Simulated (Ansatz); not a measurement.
# YSn3: one crystal by all-electron and frozen-core methods

Does the method matter for YSn3? The same cell, functional and mesh are run with all-electron LAPW, frozen-core PAW and datasets made for this crystal.

Program: Ansatz 0.2.0. Level of theory: DFT PBEsol, scalar-relativistic. These are calculated values, not measurements.

## 1. Starting point

The structure is cubic, space group Pm-3m (No. 221). The conventional cell has a = 4.666 Å, b = 4.666 Å, c = 4.666 Å, α = 90.00°, β = 90.00°, γ = 90.00°. Y (site symmetry m-3m) is surrounded by 12 Sn at 3.30 Å. Sn (site symmetry 4/mmm) is surrounded by 4 Y at 3.30 Å and 8 Sn at 3.30 Å.

Coordinates:

```cif
data_structure
_symmetry_space_group_name_H-M 'Pm-3m'
_symmetry_Int_Tables_number 221
_cell_length_a 4.6660
_cell_length_b 4.6660
_cell_length_c 4.6660
_cell_angle_alpha 90.000
_cell_angle_beta 90.000
_cell_angle_gamma 90.000
_cell_volume 101.59
loop_
_atom_site_label
_atom_site_type_symbol
_atom_site_symmetry_multiplicity
_atom_site_Wyckoff_symbol
_atom_site_fract_x
_atom_site_fract_y
_atom_site_fract_z
_atom_site_occupancy
Y1 Y 1 a 0.00000 0.00000 0.00000 1
Sn1 Sn 3 c 0.00000 0.50000 0.50000 1
```

The file gives the conventional cell by its symmetry; the runs use the cell typed in the input.

The cell is a deposited one (Crystallography Open Database entry 4343790); the temperature and pressure of the measurement aren't taken into account, and nothing was relaxed.

Atoms are numbered in the order of the input: Y1, Sn2, Sn3, Sn4.

## 2. All-electron LAPW

Input file input.yaml:

```yaml
crystal:
  lattice:
    - [4.666, 0.0, 0.0]
    - [0.0, 4.666, 0.0]
    - [0.0, 0.0, 4.666]
  atoms:
    - { symbol: "Y", position: [0.0, 0.0, 0.0] }
    - { symbol: Sn, position: [0.0, 0.5, 0.5] }
    - { symbol: Sn, position: [0.5, 0.0, 0.5] }
    - { symbol: Sn, position: [0.5, 0.5, 0.0] }
kpoints:
  mp_grid: { grid: [8, 8, 8] }
  band_path:
    path:
      - [0.0, 0.0, 0.0]
      - [0.0, 0.5, 0.0]
      - [0.5, 0.5, 0.0]
      - [0.0, 0.0, 0.0]
      - [0.5, 0.5, 0.5]
      - [0.0, 0.5, 0.0]
      - [0.5, 0.5, 0.5]
      - [0.5, 0.5, 0.0]
    npoints: 14
scf:
  occupations: { method: fermi_dirac, width: 0.05 }
hamiltonian:
  xc: pbesol
  pseudopotentials: { kind: all_electron, lapw: { basis_error: 0.001 } }
output:
  forces: true
  stress: true
  eigenvalues: true
  populations: true
  dos: { projected: true, de: 0.2, e_range: [-14, 8] }
```

Launch:

```
$ ansatz run input.yaml --threads 1 --pin off --max-ram 4096MiB --backend cpu --events-out ev --progress --plain --runs-dir out
```

## 3. Frozen-core PAW

input.yaml: that of step 2 with these lines changed.

```diff
@@ -27,3 +27,3 @@
   xc: pbesol
-  pseudopotentials: { kind: all_electron, lapw: { basis_error: 0.001 } }
+  pseudopotentials: { kind: paw }
 output:
@@ -32,3 +32,9 @@
   eigenvalues: true
+  efg: { contact_densities: true }
   populations: true
+  bader: true
   dos: { projected: true, de: 0.2, e_range: [-14, 8] }
+  write_density: true
+  write_potential: true
+  elf: true
+  volumetric_format: npy
```

## 4. Datasets made for this crystal

input.yaml: that of step 3 with these lines changed.

```diff
@@ -22,3 +22,3 @@
       - [0.5, 0.5, 0.0]
-    npoints: 14
+    npoints: 8
 scf:
@@ -27,3 +27,3 @@
   xc: pbesol
-  pseudopotentials: { kind: paw }
+  pseudopotentials: { kind: all_electron, datasets: crystal }
 output:
@@ -33,8 +33 @@
   efg: { contact_densities: true }
-  populations: true
-  bader: true
-  dos: { projected: true, de: 0.2, e_range: [-14, 8] }
-  write_density: true
-  write_potential: true
-  elf: true
-  volumetric_format: npy
```

(Steps that only read results are left out.)

**Question.** What will these runs give? Wanted: pressure; gap; Bader charges; highest ELF.

**Answer**, as computed:

| quantity | value |
| --- | --- |
| pressure | LAPW -0.83, PAW -0.84, crystal datasets -0.84 GPa |
| gap (LAPW) | none |
| Bader charges (PAW) | Y1 +1.41, Sn2 -0.47 e |
| highest ELF (PAW) | 0.48, 1.37 Å from Sn |

In words: At this geometry the cell is under tension of 0.8 GPa, so it would shrink if let go. The count of 87 electrons in bands leaves a band partly filled, so there is no gap. Within 0.3 eV of the Fermi level the largest projected share is Sn 5p (57 %). The projection holds only the free atom's occupied shells (Y 5s, Y 4d, Sn 5s, Sn 5p in this range). The field gradient at Sn2, the largest by crystal datasets, is 14.28 by PAW and 14.39 by crystal datasets (10²¹ V/m²), within 5 %. Spin–orbit coupling is left out, which moves gradients at and beside heavy atoms by some per cent and at worst by a factor of two. PAW lies less than 0.01 GPa from LAPW in pressure. LAPW took about 1.8 times as long as PAW (30 s against 16 s, on a shared host and with the outputs that each input asks for).
